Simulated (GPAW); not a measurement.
TaO:

```
CELL_PARAMETERS angstrom
3.06611 0.00000 0.00000
-1.53306 2.65533 0.00000
0.00000 0.00000 3.85502
ATOMIC_POSITIONS crystal
Ta 0.00000 0.00000 0.50000
O 0.00000 0.00000 0.00000
```

The cell was built by a generator and needn't be a form met in nature.

Base run:

* Program: GPAW 26.7.0
* Functional: PBE
* Potentials or basis: GPAW PAW data sets (gpaw-data 1.2.1)
* Cutoff: 800 eV
* Basis: pw
* k mesh: 9 × 9 × 6
* Occupations: fermi-dirac, width 0.05 eV
* Spin: no spin polarisation

Its results: band gap on the k mesh none (metal or under the smearing width); pressure 0.3 GPa.

The run is repeated on the same cell with these changes: hubbard terms from none to Ta d U = 4 eV. What comes out?

Band gap on the k mesh none (metal or under the smearing width); pressure 7.6 GPa.

Caveats: an odd number of electrons without spin polarisation forces a metal; a magnetic or distorted state may lie lower; U without spin polarisation on a metal has little footing (some runs).
